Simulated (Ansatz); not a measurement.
# BH₄LiOSi: single points off equilibrium

The atoms stand at a structure displaced at random from a GFN2-xTB minimum. How far do the functionals agree with CCSD(T) there?

Computed with Ansatz 0.2.0, Gaussian basis. Level: single points in def2-TZVPP.

Cores are frozen in the correlated methods. The outer core shell of Li, Na, Mg and K is correlated. B3LYP uses VWN-RPA correlation.

### 1 Starting geometry

SMILES `[Li][SiH2]OB`, 8 atoms, charge 0, spin multiplicity 1.

Atoms are counted from 1 here; the program's logs count them from 0.

Bond lengths: Li1–Si2 2.384 Å, Li1–H7 1.997 Å, Si2–O3 1.875 Å, Si2–H5 1.399 Å, Si2–H6 1.704 Å, O3–B4 1.117 Å, B4–H7 1.061 Å, B4–H8 1.202 Å. Angles: Si2–Li1–H7 88.1°, Li1–Si2–O3 76.9°, Li1–Si2–H5 132.8°, Li1–Si2–H6 117.6°, O3–Si2–H5 101.8°, O3–Si2–H6 98.9°, H5–Si2–H6 109.2°, Si2–O3–B4 135.9°, O3–B4–H7 121.9°, O3–B4–H8 123.5°, H7–B4–H8 114.1°, Li1–H7–B4 116.5°.

Coordinates:

```
Li   -2.0379    0.4586    0.0649
Si    0.1384    1.4307    0.1000
O     0.4959   -0.4095    0.1044
B    -0.1015   -1.3430   -0.0382
H     0.9606    1.8848    1.1366
H     0.8482    1.8334   -1.3959
H    -1.1625   -1.3324   -0.0608
H     0.3781   -2.4452   -0.0369
```

### 2 CCSD(T)/def2-TZVPP

File run/in.yaml:

```yaml
crystal:
  periodic: [false, false, false]
  atoms:
    - {symbol: Li, position_ang: [-2.037900, 0.458600, 0.064900]}
    - {symbol: Si, position_ang: [0.138400, 1.430700, 0.100000]}
    - {symbol: O, position_ang: [0.495900, -0.409500, 0.104400]}
    - {symbol: B, position_ang: [-0.101500, -1.343000, -0.038200]}
    - {symbol: H, position_ang: [0.960600, 1.884800, 1.136600]}
    - {symbol: H, position_ang: [0.848200, 1.833400, -1.395900]}
    - {symbol: H, position_ang: [-1.162500, -1.332400, -0.060800]}
    - {symbol: H, position_ang: [0.378100, -2.445200, -0.036900]}
basis:
  gaussian: {orbitals: def2-TZVPP}
correlation: {method: ccsd_t}
output: {forces: true}
```

No record of the launch command was kept for these runs.

### 3 PBE0-D4/def2-TZVPP

run/in.yaml: that of step 2 with these lines changed.

```diff
@@ -13,3 +13,3 @@
   gaussian: {orbitals: def2-TZVPP}
-correlation: {method: ccsd_t}
-output: {forces: true}
+hamiltonian: {xc: pbe0, dispersion: d4}
+output: {forces: true, orbitals: {seedname: orbitals}}
```

### 4 wB97M-V/def2-TZVPP

run/in.yaml: that of step 3 with these lines changed.

```diff
@@ -13,3 +13,3 @@
   gaussian: {orbitals: def2-TZVPP}
-hamiltonian: {xc: pbe0, dispersion: d4}
-output: {forces: true, orbitals: {seedname: orbitals}}
+hamiltonian: {xc: {name: wB97M-V}}
+output: {forces: true}
```

### 5 r2SCAN-D4/def2-TZVPP

run/in.yaml: that of step 4 with these lines changed.

```diff
@@ -13,3 +13,3 @@
   gaussian: {orbitals: def2-TZVPP}
-hamiltonian: {xc: {name: wB97M-V}}
+hamiltonian: {xc: r2scan, dispersion: d4}
 output: {forces: true}
```

### 6 PBE-D4/def2-TZVPP

run/in.yaml: that of step 5 with these lines changed.

```diff
@@ -13,3 +13,3 @@
   gaussian: {orbitals: def2-TZVPP}
-hamiltonian: {xc: r2scan, dispersion: d4}
+hamiltonian: {xc: pbe, dispersion: d4}
 output: {forces: true}
```

### 7 BHLYP-D4/def2-TZVPP

run/in.yaml: that of step 6 with these lines changed.

```diff
@@ -13,3 +13,3 @@
   gaussian: {orbitals: def2-TZVPP}
-hamiltonian: {xc: pbe, dispersion: d4}
+hamiltonian: {xc: {name: BHLYP}, dispersion: d4}
 output: {forces: true}
```

### 8 B3LYP-D4/def2-TZVPP

run/in.yaml: that of step 7 with these lines changed.

```diff
@@ -13,3 +13,3 @@
   gaussian: {orbitals: def2-TZVPP}
-hamiltonian: {xc: {name: BHLYP}, dispersion: d4}
+hamiltonian: {xc: {name: B3LYP}, dispersion: d4}
 output: {forces: true}
```

(Steps that only read results are left out.)

Q: Predict the outcome of this session. Wanted: energy less free atoms, CCSD(T)/def2-TZVPP; RMS force component; RMS force error; HOMO and LUMO, PBE0-D4; T1 diagnostic.

**Answer**, as computed:

| quantity | value |
| --- | --- |
| energy less free atoms, CCSD(T)/def2-TZVPP | -542.7 kcal/mol |
| RMS force component | 5.337 to 5.667 eV/Å over the methods |
| RMS force error | PBE0-D4 0.260, wB97M-V 0.200, r2SCAN-D4 0.214, PBE-D4 0.221, BHLYP-D4 0.357, B3LYP-D4 0.278 eV/Å |
| HOMO and LUMO, PBE0-D4 | -5.72 and -1.15 eV |
| T1 diagnostic | 0.013 |

**Reading.** Against CCSD(T) the functionals' energies less atoms differ by -23.6 to -8.3 kcal/mol, PBE-D4 by -19.9 kcal/mol. CCSD(T) in triple zeta still lacks some correlation energy of the bonds, so part of these gaps is its own basis error and they don't rank the functionals. On forces the order runs from wB97M-V to BHLYP-D4. Frozen-core CCSD(T) forces in triple zeta carry basis errors of their own, and this is one geometry, so small gaps rank nothing.
